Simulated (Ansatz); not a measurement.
# TlSbF2: a short molecular-dynamics run

A trajectory of TlSbF2, an element-swapped structure with 4 atoms that was not relaxed first: 60 steps of 2 fs under a Nosé-Hoover thermostat at 300 K.

Program: Ansatz 0.2.0. Level of theory: DFT PBE, plane waves, PAW, scalar-relativistic, no spin polarisation. These are calculated values, not measurements.

### 1 The structure to begin with

The cell holds 4 atoms (F2SbTl): a = 3.832 Å, b = 3.832 Å, c = 7.081 Å, α = 105.70°, β = 105.70°, γ = 60.00°.

As a file:

```
CELL_PARAMETERS angstrom
1.91587 3.31839 0.00000
-1.91587 3.31839 0.00000
0.00000 -2.21226 6.72627
ATOMIC_POSITIONS crystal
F 0.24300 0.24300 0.72900
F 0.75700 0.75700 0.27100
Sb 0.50000 0.50000 0.50000
Tl 0.00000 0.00000 0.00000
```

### 2 Molecular dynamics

File input.yaml:

```yaml
crystal:
  lattice:
    - [1.91587231, 3.31838819, -7.4e-07]
    - [-1.91587231, 3.31838819, -7.4e-07]
    - [0.0, -2.21225729, 6.72626849]
  atoms:
    - { symbol: F, position: [0.243, 0.243, 0.729] }
    - { symbol: F, position: [0.757, 0.757, 0.271] }
    - { symbol: Sb, position: [0.5, 0.5, 0.5] }
    - { symbol: Tl, position: [0.0, 0.0, 0.0] }
kpoints:
  mp_grid: { grid: [4, 4, 2] }
magnetization:
  spin_polarized: false
scf:
  occupations: { method: fermi_dirac, width: 0.1 }
hamiltonian:
  pseudopotentials: { kind: paw }
  xc: pbe
basis:
  ecutwfc: 420
md:
  timestep: 2.0
  n_steps: 60
  ensemble: nvt_nose_hoover
  temperature: 300.0
  initial_velocities: maxwell_boltzmann
  seed: 331472
```

On the command line:

```sh
$ ansatz run input.yaml --threads 2 --pin off --max-ram 2560MiB --backend cpu --events-out ev --progress --plain --runs-dir out
```

What does the calculation give? Wanted: temperature, first and last step; temperature, second half; potential energy, second half; largest change of the conserved energy; mean square displacement, second half.

As calculated:

```
                              quantity                           value
                                length                60 steps of 2 fs
      temperature, first and last step                   300 and 188 K
              temperature, second half   mean 593 K, from 188 to 858 K
         potential energy, second half     -48 meV/atom from the start
largest change of the conserved energy                   0.06 meV/atom
 mean square displacement, second half  F 0.624, Sb 0.017, Tl 0.001 Å²
```

In words: Against a set 300 K the second half averages 593 K, going from 671 to 188 K over that half; the potential energy of that half lies 48 meV/atom under the start, so the atoms have moved to lower-lying arrangements, and the energy set free heats the cell. The conserved energy strays from its start by at most 0.06 meV/atom, 0.1 % of the mean kinetic energy, which is good for a step of 2 fs. The farthest move is 1.13 Å against a mean nearest distance of 2.7 Å: a large displacement, and the run is too short to tell whether atoms leave their places. Averages from a run of 120 fs with 4 atoms are rough. The k-mesh is coarse for this cell.
